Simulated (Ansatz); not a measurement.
**SiBr2Cl2: basis-set convergence**

Aim: see how fast density functionals converge with the basis set for SiBr2Cl2.

Method: one geometry, several basis sets; program: Ansatz 0.2.0, Gaussian basis.

Plan: PBE0-D4/def2-SVP; ωB97M-V/def2-SVP; PBE0-D4/def2-QZVPP; ωB97M-V/def2-QZVPP; the functionals' def2-TZVPP values are taken from earlier runs.

## (1) The relaxed structure

An earlier PBE0-D4 in a triple-zeta def2 set relaxation fixed the geometry.

SMILES `Cl[Si](Cl)(Br)Br`, 5 atoms, charge 0, spin multiplicity 1.

Atoms are counted from 1 here; the program's logs count them from 0.

Bond lengths: Cl1–Si2 2.025 Å, Si2–Cl3 2.025 Å, Si2–Br4 2.190 Å, Si2–Br5 2.190 Å. Angles: Cl1–Si2–Cl3 109.1°, Cl1–Si2–Br4 109.5°, Cl1–Si2–Br5 109.5°, Cl3–Si2–Br4 109.5°, Cl3–Si2–Br5 109.5°, Br4–Si2–Br5 109.9°.

## (2) PBE0-D4 in def2-SVP

File in.yaml:

```yaml
crystal:
  periodic: [false, false, false]
  atoms:
    - {symbol: Cl, position_ang: [-0.615439, -0.277075, 1.920455]}
    - {symbol: Si, position_ang: [0.023112, -0.035386, 0.013872]}
    - {symbol: Cl, position_ang: [1.598195, -1.264430, -0.317464]}
    - {symbol: Br, position_ang: [-1.598978, -0.539446, -1.368211]}
    - {symbol: Br, position_ang: [0.642812, 2.042838, -0.290052]}
basis:
  gaussian: {orbitals: def2-SVP}
hamiltonian: {xc: pbe0, dispersion: d4}
output: {orbitals: {seedname: orbitals}}
```

On the command line:

```sh
ansatz run in.yaml --threads 4 --pin off --events-out ev --progress --plain --max-ram 10444MiB
```

After this run come: ωB97M-V in def2-SVP; PBE0-D4 in def2-QZVPP; ωB97M-V in def2-QZVPP.

**Question.** What will the summary of the whole plan be? Wanted: PBE0-D4: double and triple zeta above quadruple; ωB97M-V: double and triple zeta above quadruple.

As calculated:

| quantity | value |
| --- | --- |
| PBE0-D4: double and triple zeta above quadruple | 32.44, 3.85 eV |
| ωB97M-V: double and triple zeta above quadruple | 32.06, 3.69 eV |

In words: PBE0-D4 gains 28.58 eV from double to triple zeta, then 3.85 eV more. Total energies overstate the basis error of differences, where much of it tends to cancel. The LUMO of ωB97M-V is positive and keeps falling with the basis (1.15 to 0.65 eV): an unbound level that the basis holds in place.
